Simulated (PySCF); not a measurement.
**[La(SH)2]+: other functionals and bases at one geometry**

Aim: see how levels, charges and forces of [La(SH)2]+ depend on the level of theory. The species was built from a template and needn't be a known compound.

Computed with PySCF 2.14.0. Level: several levels, as the steps say, no spin–orbit coupling.

### 1 Where the work starts

5 atoms, charge 1, spin multiplicity 1.

Bond lengths: La1–S2 2.609 Å, La1–S4 2.609 Å, S2–H3 1.359 Å, S4–H5 1.359 Å. Angles: S2–La1–S4 98.8°, La1–S2–H3 95.1°, La1–S4–H5 95.1°.

Geometry (Å):

```xyz
5
charge 1, multiplicity 1
La    0.0000    0.0000   -0.8236
S     1.9780   -0.1138    0.8737
H     2.9457   -0.2082   -0.0756
S    -1.9780    0.1138    0.8737
H    -2.9457    0.2082   -0.0756
```

Formal oxidation states: La +3. An earlier session relaxed this geometry at PBE0, La def2-SVP with ECP46, S def2-SVP, H def2-SVP (singlet, point group C2).

At PBE0 on the finer grid: E = -828.491116 Eh, HOMO -11.84 eV, LUMO -7.02 eV, Mulliken charge on La1 +1.12 e, largest force component 0.020 eV/Å. 

Levels to run: TPSS; M06-L; PBE0, TZVP. Hardware: 2 threads of AMD EPYC 9R45 (Zen 5), shared host.

### 2 TPSS

run.py (the lines that set the calculation)

```python
mol = gto.M(atom='''
La     0.00000     0.00000    -0.82365
S      1.97801    -0.11375     0.87368
H      2.94574    -0.20817    -0.07558
S     -1.97801     0.11375     0.87368
H     -2.94574     0.20817    -0.07558''',
    basis={'La': 'def2-SVP', 'S': 'def2-SVP', 'H': 'def2-SVP'},
    ecp={'La': 'def2-SVP'},
    charge=1, spin=0)
mf = dft.RKS(mol, xc='TPSS')
mf.grids.atom_grid = (75, 302)  # f atoms: unpruned, at least (60, 302)
mf = mf.density_fit()  # fitting sets: La def2-universal-JKFIT, S def2-universal-JKFIT, H def2-universal-JKFIT
mf.conv_tol = 1e-08; mf.max_cycle = 55
mf.kernel(dm0)  # dm0: the density of the relaxed state
```

Run with:

```
$ OMP_NUM_THREADS=2 python run.py
```

### 3 M06-L

run.py (the lines that set the calculation): that of step 2 with these lines changed.

```diff
@@ -9,3 +9,3 @@
     charge=1, spin=0)
-mf = dft.RKS(mol, xc='TPSS')
+mf = dft.RKS(mol, xc='M06L')
 mf.grids.atom_grid = (75, 302)  # f atoms: unpruned, at least (60, 302)
```

### 4 PBE0, TZVP

Basis: La def2-TZVP with ECP46, S def2-TZVP, H def2-TZVP. 

run.py (the lines that set the calculation)

```python
mol = gto.M(atom='''
La     0.00000     0.00000    -0.82365
S      1.97801    -0.11375     0.87368
H      2.94574    -0.20817    -0.07558
S     -1.97801     0.11375     0.87368
H     -2.94574     0.20817    -0.07558''',
    basis={'La': 'def2-TZVP', 'S': 'def2-TZVP', 'H': 'def2-TZVP'},
    ecp={'La': 'def2-TZVP'},
    charge=1, spin=0)
mf = dft.RKS(mol, xc='PBE0')
mf.grids.atom_grid = (75, 302)  # f atoms: unpruned, at least (60, 302)
mf = mf.density_fit()  # fitting sets: La def2-universal-JKFIT, S def2-universal-JKFIT, H def2-universal-JKFIT
mf.conv_tol = 1e-08; mf.max_cycle = 55
mf.kernel(dm0)  # dm0: free metal ions and neutral atoms
```

Before running it: what results should come out? Wanted: for each run, HOMO; gap; charge on La1; dipole; largest force.

As calculated:

| level | state | HOMO (eV) | gap (eV) | charge on La1 (e) | dipole (D) | largest force (eV/Å) | basis functions | time |
| --- | --- | --- | --- | --- | --- | --- | --- | --- |
| PBE0 (relaxed here) | singlet | -11.84 | 4.82 | 1.12 | 8.09 | 0.02 | 78 | 3.3 s |
| TPSS | singlet | -10.84 | 3.31 | 1.11 | 7.77 | 0.41 | 78 | 2.4 s |
| M06-L | singlet | -10.85 | 3.68 | 1.27 | 8.40 | 0.31 | 78 | 2.3 s |
| PBE0, TZVP | singlet | -11.82 | 4.86 | 1.33 | 7.75 | 0.18 | 126 | 3.5 s |

Times are on 2 threads of AMD EPYC 9R45 (Zen 5), shared host; the first row also made further properties. The dipole of a charged species depends on the origin, so these sizes hold for this origin alone.

In one basis the HOMO–LUMO gap runs from 3.31 eV (TPSS) to 4.82 eV (PBE0); the widest gap comes with exact exchange. The largest leftover force, 0.41 eV/Å with TPSS, stands at a geometry relaxed at another level. The Mulliken charge on La spans +1.11 to +1.33 e over the levels. Total energies of different levels can't be compared. Spin–orbit coupling is left out throughout.
